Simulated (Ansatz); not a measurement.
**Ge₂H₆O₂: up Jacob's ladder to CCSD(T)**

One table from this session's results is given with a row withheld; the runs are named, their logs left out.

The runs use Ansatz 0.2.0, Gaussian basis; functionals in def2-TZVPP, the program's frozen cores in correlated methods.

Levels to be run: LDA (SPW92), PBE-D4, revPBE-D4, BLYP-D4, r2SCAN-D4, B97M-V, PBE0-D4, B3LYP-D4, r2SCANh-D4, r2SCAN0-D4, HSE06-D4, BHLYP-D4, CAM-B3LYP-D4, LC-ωPBE, ωB97X-V, ωB97M-V, B2PLYP, PBE-QIDH; CCSD(T)/def2-SVP; CCSD(T)/def2-TZVPP; MP2/def2-QZVPP; extrapolation to the limit; RPA on PBE.

## The geometry

All runs share one geometry, relaxed beforehand with PBE0-D4 in a triple-zeta def2 set.

SMILES `[OH][GeH2][GeH2][OH]`, 10 atoms, charge 0, spin multiplicity 1.

Atoms are counted from 1 here; the program's logs count them from 0.

Bond lengths: O1–Ge2 1.791 Å, O1–H5 0.960 Å, Ge2–Ge3 2.444 Å, Ge2–H6 1.534 Å, Ge2–H7 1.547 Å, Ge3–O4 1.791 Å, Ge3–H8 1.534 Å, Ge3–H9 1.547 Å, O4–H10 0.960 Å. Angles: Ge2–O1–H5 112.5°, O1–Ge2–Ge3 109.9°, O1–Ge2–H6 103.9°, O1–Ge2–H7 109.4°, Ge3–Ge2–H6 113.2°, Ge3–Ge2–H7 110.2°, H6–Ge2–H7 110.0°, Ge2–Ge3–O4 109.9°, Ge2–Ge3–H8 113.2°, Ge2–Ge3–H9 110.2°, O4–Ge3–H8 103.9°, O4–Ge3–H9 109.4°, H8–Ge3–H9 110.0°, Ge3–O4–H10 112.5°.

As a file:

```mol
Ge2H6O2
  3D, bonds by distance, orders not assigned

 10  9  0  0  0  0  0  0  0  0999 V2000
   -0.3093    2.4550   -0.0064 O   0  0
    0.6007    0.9841    0.4567 Ge  0  0
   -0.7215   -1.0064   -0.0542 Ge  0  0
    0.3085   -2.4667    0.0578 O   0  0
   -0.4250    2.5321   -0.9559 H   0  0
    0.8600    1.1685    1.9578 H   0  0
    1.9435    0.9464   -0.3113 H   0  0
   -1.8405   -1.2657    0.9631 H   0  0
   -1.3154   -0.9032   -1.4792 H   0  0
    0.9819   -2.4951   -0.6254 H   0  0
  1  2  8  0
  2  3  8  0
  3  4  8  0
  1  5  8  0
  2  6  8  0
  2  7  8  0
  3  8  8  0
  3  9  8  0
  4 10  8  0
M  END
```

Set-up of the first run:

Contents of in.yaml:

```yaml
crystal:
  periodic: [false, false, false]
  atoms:
    - {symbol: O, position_ang: [-0.309256, 2.454965, -0.006439]}
    - {symbol: Ge, position_ang: [0.600728, 0.984126, 0.456680]}
    - {symbol: Ge, position_ang: [-0.721451, -1.006356, -0.054168]}
    - {symbol: O, position_ang: [0.308544, -2.466661, 0.057762]}
    - {symbol: H, position_ang: [-0.425020, 2.532119, -0.955905]}
    - {symbol: H, position_ang: [0.860048, 1.168481, 1.957793]}
    - {symbol: H, position_ang: [1.943459, 0.946350, -0.311292]}
    - {symbol: H, position_ang: [-1.840548, -1.265747, 0.963144]}
    - {symbol: H, position_ang: [-1.315383, -0.903235, -1.479215]}
    - {symbol: H, position_ang: [0.981881, -2.495141, -0.625359]}
basis:
  gaussian: {orbitals: def2-TZVPP}
hamiltonian: {xc: lda}
output: {orbitals: {seedname: orbitals}}
```

Steps of the session up to this table: LDA; PBE-D4 (GGA); revPBE-D4 (GGA); BLYP-D4 (GGA); r2SCAN-D4 (meta-GGA); B97M-V (meta-GGA); PBE0-D4 (hybrid); B3LYP-D4 (hybrid); r2SCANh-D4 (hybrid); r2SCAN0-D4 (hybrid); HSE06-D4 (hybrid); BHLYP-D4 (hybrid); CAM-B3LYP-D4 (range-separated); LC-ωPBE-D4 (range-separated; the results give it without D4); ωB97X-V (range-separated); ωB97M-V (range-separated); B2PLYP (double hybrid); PBE-QIDH (double hybrid).

One table of the session follows, with a row left open; its other results are not shown here.

It belongs to the step «Frontier levels by functional». 

```
  functional  HOMO (eV)  gap (eV)
 LDA (SPW92)      -6.30      4.46
      PBE-D4      -6.17      4.58
   revPBE-D4      -6.12      4.66
     BLYP-D4      -6.07      4.57
   r2SCAN-D4      -6.49      5.18
      B97M-V      -6.62      5.17
     PBE0-D4      -7.49      6.72
    B3LYP-D4      -7.28      6.27
  r2SCANh-D4      -6.98      5.95
  r2SCAN0-D4          ?         ?
    HSE06-D4      -7.09      5.95
    BHLYP-D4      -8.67      8.71
CAM-B3LYP-D4      -8.79      8.97
     LC-ωPBE     -10.04     11.45
     ωB97X-V      -9.74     10.96
     ωB97M-V      -9.59     10.56
```

**Question.** Estimate the row for r2SCAN0-D4.

Worked estimate for «HOMO (eV)». Against the share of exact exchange, r2SCAN-D4 (0, -6.49), r2SCANh-D4 (0.1, -6.98) give a slope of -4.90 per unit share; at 0.25 the line stands at -7.71.

**Answer.** HOMO (eV): -7.69; gap (eV): 7.09. In «HOMO (eV)» the line misses by -0.02.
